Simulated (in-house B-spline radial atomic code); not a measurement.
# V¹²⁺: starting-point dependence of G0W0 and RPA

Question: which mean-field start gives which removal energy for V¹²⁺, before and after G0W0?

Program: an in-house B-spline radial atomic code, version 1. Level of theory: RPA, second order, AC-SOSEX and G0W0 (contour deformation) on a scalar-relativistic mean field, all electrons; no spin-orbit coupling, Breit or QED terms, no two-electron picture change. These are calculated values, not measurements, unless marked.

### Step 1. Starting point

```
element               : vanadium (Z = 23)
charge                : +12
electrons             : 11
configuration         : [Ne] 3s1
next ion, run as well : [He] 2s2 2p6
Hamiltonian           : scalar-relativistic (spin-free one-electron X2C), finite nucleus
starts                : Hartree-Fock, PBE, LDA (VWN5), HSE06, B3LYP
```

The outer shells:

V12+
```
[Ne] core
3s [↑ ]
```

### Step 2. Run with the Hartree-Fock start

The run's settings:

```ini
Z = 23
electrons = 11.0
configuration = [Ne] 3s1
hamiltonian = x2c
method = hf
lmax = 9
rms_radius = 3.6002
spin_polarised = True
box_radius = 5.84
intervals = 66
```

Started as:

```sh
python run_gw.py task.json out
```

One command runs all members of the session, one after another, from task.json.

From the run's result record (rounded, not every field):

```text
{
  "status": "converged",
  "energies [hartree]": {
    "mean_field": -889.4530103,
    "exx_total": -889.4530103,
    "exchange": -36.18690551,
    "rpa": -0.65535787,
    "rpa_summed": -0.65187493,
    "direct_second_order": -0.69102367,
    "second_order_exchange": 0.25959194,
    "sosex": 0.24869844
  },
  "rpa_by_multipole [hartree]": [-0.157648, -0.294822, -0.103207, -0.056836, -0.0205286, -0.00922592, -0.00474322, -0.00267659, -0.00161665, -0.000486574, -8.44737e-05],
  "polarisability [bohr^3: independent particles, RPA]": [0.238464, 0.187694],
  "gap [hartree]": 1.932296,
  "levels [hartree]": [
    {"name": "3s up", "occ": 1, "e": -12.3405, "sx": -1.437118, "vxc": -1.437118, "sc": -0.0684221, "z": 0.9885771, "qp": -12.40914, "tail": -0.00021712},
    {"name": "2p down", "occ": 1, "e": -31.63983, "sx": -4.894448, "vxc": -4.894448, "sc": 0.07974472, "z": 0.9898037, "qp": -31.56088, "tail": -0.0007951464},
    {"name": "2p up", "occ": 1, "e": -31.68689, "sx": -4.94161, "vxc": -4.94161, "sc": 0.08597143, "z": 0.9882958, "qp": -31.60172, "tail": -0.000793779},
    {"name": "2s down", "occ": 1, "e": -35.62555, "sx": -5.208826, "vxc": -5.208826, "sc": 0.1099765, "z": 0.964205, "qp": -35.51631, "tail": -0.0007295645},
    {"name": "3s down", "occ": 0, "e": -11.2235, "sx": -0.3029583, "vxc": -0.3029583, "sc": -0.08984955, "z": 0.9835232, "qp": -11.31356, "tail": -0.0002112923}
  ],
  "ion_energies [hartree]": {
    "mean_field": -877.1145104,
    "exx_total": -877.1145104,
    "exchange": -35.3580184,
    "rpa": -0.6044919,
    "rpa_summed": -0.60117227,
    "direct_second_order": -0.63364185,
    "second_order_exchange": 0.22434576,
    "sosex": 0.21712953
  }
}
```

Run time: 3.7 s. Hardware: 1 thread, shared host.

In the record, exx_total is the Hartree-Fock functional on the start's orbitals, rpa_summed the RPA energy up to lmax and rpa the same with the tail beyond it, gap the smallest same-spin excitation energy of the start. For a level, e is the start's value, sx and sc the exchange and correlation self-energies, vxc the start's own term, z the quasi-particle weight, and qp = e + sx − vxc + sc + tail. Deeper levels of weight under 0.85 meet poles of the self-energy and are not shown.

Highest level 3s↑: -335.80 eV in the start, -337.67 eV after G0W0, weight 0.99.

The largest part of the RPA energy comes from multipole 1 (45 % of the sum).

### Step 3. Run with the PBE start

Changes to the settings of step 2:

```diff
@@ -4,3 +4,3 @@
 hamiltonian = x2c
-method = hf
+method = pbe,pbe
 lmax = 9
```

Main fields:

```text
{
  "status": "converged",
  "energies [hartree]": {
    "mean_field": -889.6509325,
    "exx_total": -889.4461043,
    "exchange": -36.15374344,
    "rpa": -0.70595153,
    "rpa_summed": -0.7024507,
    "direct_second_order": -0.75401962,
    "second_order_exchange": 0.29479722,
    "sosex": 0.27641156
  },
  "rpa_by_multipole [hartree]": [-0.169156, -0.32458, -0.109397, -0.0592013, -0.0210416, -0.00937762, -0.00479746, -0.00269869, -0.00162654, -0.000489402, -8.47229e-05],
  "polarisability [bohr^3: independent particles, RPA]": [0.420504, 0.282579],
  "gap [hartree]": 1.037979,
  "levels [hartree]": [
    {"name": "3s up", "occ": 1, "e": -11.95463, "sx": -1.466035, "vxc": -1.077098, "sc": -0.08560621, "z": 0.9782235, "qp": -12.42939, "tail": -0.0002211873},
    {"name": "2p down", "occ": 1, "e": -30.11299, "sx": -4.893197, "vxc": -3.359135, "sc": 0.1147576, "z": 0.9826109, "qp": -31.53309, "tail": -0.0007907135},
    {"name": "2p up", "occ": 1, "e": -30.14781, "sx": -4.937816, "vxc": -3.391957, "sc": 0.1197354, "z": 0.9800645, "qp": -31.57473, "tail": -0.0007883803},
    {"name": "2s down", "occ": 1, "e": -33.65943, "sx": -5.183368, "vxc": -3.219046, "sc": 0.1841549, "z": 0.9692827, "qp": -35.44033, "tail": -0.0007337068},
    {"name": "3s down", "occ": 0, "e": -11.73015, "sx": -0.3424909, "vxc": -0.8627947, "sc": -0.1276027, "z": 0.9579338, "qp": -11.33767, "tail": -0.0002193321}
  ],
  "ion_energies [hartree]": {
    "mean_field": -877.2358483,
    "exx_total": -877.108604,
    "exchange": -35.32273043,
    "rpa": -0.63676794,
    "rpa_summed": -0.63343495,
    "direct_second_order": -0.67057432,
    "second_order_exchange": 0.23634796,
    "sosex": 0.2280135
  }
}
```

Run time: 3.8 s. Hardware: 1 thread, shared host.

G0W0 moves 3s↑ down by 12.9 eV, to -338.22 eV.

### Step 4. Run with the LDA (VWN5) start

Changes to the settings of step 3:

```diff
@@ -4,3 +4,3 @@
 hamiltonian = x2c
-method = pbe,pbe
+method = lda,vwn
 lmax = 9
```

Main fields:

```text
{
  "status": "converged",
  "energies [hartree]": {
    "mean_field": -887.6272234,
    "exx_total": -889.4408827,
    "exchange": -36.10625252,
    "rpa": -0.70683632,
    "rpa_summed": -0.7033377,
    "direct_second_order": -0.75528813,
    "second_order_exchange": 0.29555642,
    "sosex": 0.27691864
  },
  "rpa_by_multipole [hartree]": [-0.169654, -0.324999, -0.109433, -0.0591613, -0.0210281, -0.00937171, -0.00479445, -0.002697, -0.00162554, -0.000489233, -8.46308e-05],
  "polarisability [bohr^3: independent particles, RPA]": [0.424985, 0.284293],
  "gap [hartree]": 1.023844,
  "levels [hartree]": [
    {"name": "3s up", "occ": 1, "e": -11.95293, "sx": -1.468755, "vxc": -1.075829, "sc": -0.08602356, "z": 0.9779436, "qp": -12.4321, "tail": -0.0002217918},
    {"name": "2p down", "occ": 1, "e": -30.09431, "sx": -4.890229, "vxc": -3.325736, "sc": 0.1155374, "z": 0.9823987, "qp": -31.54405, "tail": -0.0007899603},
    {"name": "2p up", "occ": 1, "e": -30.1275, "sx": -4.934345, "vxc": -3.356659, "sc": 0.1206485, "z": 0.9798253, "qp": -31.58533, "tail": -0.0007875216},
    {"name": "2s down", "occ": 1, "e": -33.58816, "sx": -5.171585, "vxc": -3.129533, "sc": 0.1843402, "z": 0.9694405, "qp": -35.44661, "tail": -0.0007330193},
    {"name": "3s down", "occ": 0, "e": -11.71906, "sx": -0.3397321, "vxc": -0.8427923, "sc": -0.1270836, "z": 0.9577027, "qp": -11.3433, "tail": -0.0002179859}
  ],
  "ion_energies [hartree]": {
    "mean_field": -875.230704,
    "exx_total": -877.1040003,
    "exchange": -35.27782514,
    "rpa": -0.63710722,
    "rpa_summed": -0.63377619,
    "direct_second_order": -0.67100611,
    "second_order_exchange": 0.23640457,
    "sosex": 0.22805182
  }
}
```

Wall time 3.6 s (1 thread, shared host).

G0W0 moves 3s↑ down by 13.0 eV, to -338.29 eV.

### Step 5. Run with the HSE06 start

Changes to the settings of step 4:

```diff
@@ -4,3 +4,3 @@
 hamiltonian = x2c
-method = lda,vwn
+method = hse06
 lmax = 9
```

Main fields:

```text
{
  "status": "converged",
  "energies [hartree]": {
    "mean_field": -889.7327572,
    "exx_total": -889.4490818,
    "exchange": -36.16195922,
    "rpa": -0.69214976,
    "rpa_summed": -0.68865297,
    "direct_second_order": -0.73613846,
    "second_order_exchange": 0.28399067,
    "sosex": 0.26833911
  },
  "rpa_by_multipole [hartree]": [-0.166191, -0.3161, -0.107813, -0.0586158, -0.020917, -0.00934134, -0.00478466, -0.00269354, -0.00162427, -0.000488754, -8.46666e-05],
  "polarisability [bohr^3: independent particles, RPA]": [0.358216, 0.253375],
  "gap [hartree]": 1.233955,
  "levels [hartree]": [
    {"name": "3s up", "occ": 1, "e": -12.04567, "sx": -1.460174, "vxc": -1.163282, "sc": -0.08123741, "z": 0.9814017, "qp": -12.42402, "tail": -0.0002207884},
    {"name": "2p down", "occ": 1, "e": -30.48826, "sx": -4.893001, "vxc": -3.735758, "sc": 0.1044473, "z": 0.9852334, "qp": -31.54185, "tail": -0.000793948},
    {"name": "2p up", "occ": 1, "e": -30.52647, "sx": -4.93783, "vxc": -3.772222, "sc": 0.1073566, "z": 0.9795442, "qp": -31.58551, "tail": -0.0007890788},
    {"name": "2s down", "occ": 1, "e": -34.14856, "sx": -5.190331, "vxc": -3.71415, "sc": 0.1657071, "z": 0.9751854, "qp": -35.45978, "tail": -0.0007391619},
    {"name": "3s down", "occ": 0, "e": -11.62371, "sx": -0.3327369, "vxc": -0.7414393, "sc": -0.1164776, "z": 0.9672098, "qp": -11.3317, "tail": -0.0002184025}
  ],
  "ion_energies [hartree]": {
    "mean_field": -877.3308096,
    "exx_total": -877.1113605,
    "exchange": -35.33173874,
    "rpa": -0.62852922,
    "rpa_summed": -0.62519911,
    "direct_second_order": -0.66110152,
    "second_order_exchange": 0.23328506,
    "sosex": 0.22524651
  }
}
```

Wall time 4.1 s (1 thread, shared host).

The 3s↑ level moves from -327.78 to -338.07 eV (weight 0.98).

### Step 6. Run with the B3LYP start

Changes to the settings of step 5:

```diff
@@ -4,3 +4,3 @@
 hamiltonian = x2c
-method = hse06
+method = b3lyp
 lmax = 9
```

Main fields:

```text
{
  "status": "converged",
  "energies [hartree]": {
    "mean_field": -889.8724613,
    "exx_total": -889.4478149,
    "exchange": -36.16059812,
    "rpa": -0.69422682,
    "rpa_summed": -0.69073053,
    "direct_second_order": -0.73868365,
    "second_order_exchange": 0.28519544,
    "sosex": 0.26929687
  },
  "rpa_by_multipole [hartree]": [-0.166914, -0.317136, -0.108039, -0.0586903, -0.0209306, -0.00934426, -0.00478521, -0.00269351, -0.00162412, -0.00048875, -8.46372e-05],
  "polarisability [bohr^3: independent particles, RPA]": [0.362243, 0.255106],
  "gap [hartree]": 1.216664,
  "levels [hartree]": [
    {"name": "3s up", "occ": 1, "e": -12.05185, "sx": -1.46172, "vxc": -1.171008, "sc": -0.08198112, "z": 0.9809946, "qp": -12.42477, "tail": -0.0002210651},
    {"name": "2p down", "occ": 1, "e": -30.4438, "sx": -4.893453, "vxc": -3.693539, "sc": 0.1055323, "z": 0.9850255, "qp": -31.53897, "tail": -0.0007936411},
    {"name": "2p up", "occ": 1, "e": -30.47725, "sx": -4.939947, "vxc": -3.726052, "sc": 0.1091457, "z": 0.9803629, "qp": -31.58279, "tail": -0.0007896799},
    {"name": "2s down", "occ": 1, "e": -34.06527, "sx": -5.186125, "vxc": -3.629437, "sc": 0.1672008, "z": 0.9750959, "qp": -35.45549, "tail": -0.0007387799},
    {"name": "3s down", "occ": 0, "e": -11.68688, "sx": -0.3313075, "vxc": -0.8012823, "sc": -0.1186774, "z": 0.9650905, "qp": -11.3358, "tail": -0.0002170955}
  ],
  "ion_energies [hartree]": {
    "mean_field": -877.4469751,
    "exx_total": -877.1099821,
    "exchange": -35.32985374,
    "rpa": -0.63011617,
    "rpa_summed": -0.62678684,
    "direct_second_order": -0.66292793,
    "second_order_exchange": 0.23384081,
    "sosex": 0.22574655
  }
}
```

Run time: 3.8 s. Hardware: 1 thread, shared host.

Highest level 3s↑: -327.95 eV in the start, -338.10 eV after G0W0, weight 0.98.

### Step 7. Comparison

```
       start  level  mean field (eV)  G0W0 (eV)  weight  RPA (hartree)  RPA+SOSEX (hartree)  α, direct RPA (bohr³)   time  miss (eV)
Hartree-Fock    3s↑          -335.80    -337.67   0.989       -0.65536             -0.40666                 0.1877  3.7 s      +1.40
         PBE    3s↑          -325.30    -338.22   0.978       -0.70595             -0.42954                 0.2826  3.8 s      +1.95
  LDA (VWN5)    3s↑          -325.26    -338.29   0.978       -0.70684             -0.42992                 0.2843  3.6 s      +2.02
       HSE06    3s↑          -327.78    -338.07   0.981       -0.69215             -0.42381                 0.2534  4.1 s      +1.80
       B3LYP    3s↑          -327.95    -338.10   0.981       -0.69423             -0.42493                 0.2551  3.8 s      +1.82
```

The miss is the G0W0 removal energy (the level with its sign changed) less the semi-empirical ionisation energy, 336.27 eV. Times are single runs on a shared host.

Removal energy from total energies of the two species (eV):

| start | mean field | HF functional | RPA | RPA+SOSEX | second order |
| --- | --- | --- | --- | --- | --- |
| Hartree-Fock | 335.7 | 335.7 | 337.1 | 336.3 | 336.4 |
| PBE | 337.8 | 335.7 | 337.6 | 336.3 | 336.4 |
| LDA (VWN5) | 337.3 | 335.7 | 337.6 | 336.3 | 336.4 |
| HSE06 | 337.5 | 335.7 | 337.5 | 336.3 | 336.4 |
| B3LYP | 338.1 | 335.7 | 337.5 | 336.3 | 336.4 |

### Step 8. Results

| quantity | value |
| --- | --- |
| highest level, mean field (range over the runs) | -335.80 to -325.26 eV |
| highest level, G0W0 (range over the runs) | -338.29 to -337.67 eV |
| RPA correlation energy | -0.7068 to -0.6554 hartree |
| RPA+SOSEX | -0.4299 to -0.4067 hartree |
| semi-empirical ionisation energy (3s shell) | 336.27 eV (NIST Atomic Spectra Database, ionization energies) |
| G0W0 removal energy less that value | +1.40 to +2.02 eV |

The starts spread the highest level over 10.5 eV; after G0W0 0.62 eV remain, 5.9 % of that. Starts without exact exchange bind the level too weakly, through self-interaction, and G0W0 pulls it down by 13 eV. RPA gives the most correlation on LDA (VWN5) and the least on Hartree-Fock (7.3 % apart); over the runs it loosely follows the gap of the start, as smaller excitation energies give more correlation. Against the semi-empirical ionisation energy, 336.27 eV, G0W0 is nearest on Hartree-Fock (+1.4 eV) and farthest on LDA (VWN5) (+2.0 eV). Breit and QED terms, left out, are small for this s level; most of the miss belongs to G0W0 and the Hamiltonian used. Read as a removal energy, the bare PBE level is off by -11.0 eV (-3.3 %) and the nearest bare level, Hartree-Fock's, by -0.472 eV. As differences of total energies the mean miss over the starts is 1.2 eV for mean field, 1.2 eV for RPA, 0.0084 eV for RPA+SOSEX.
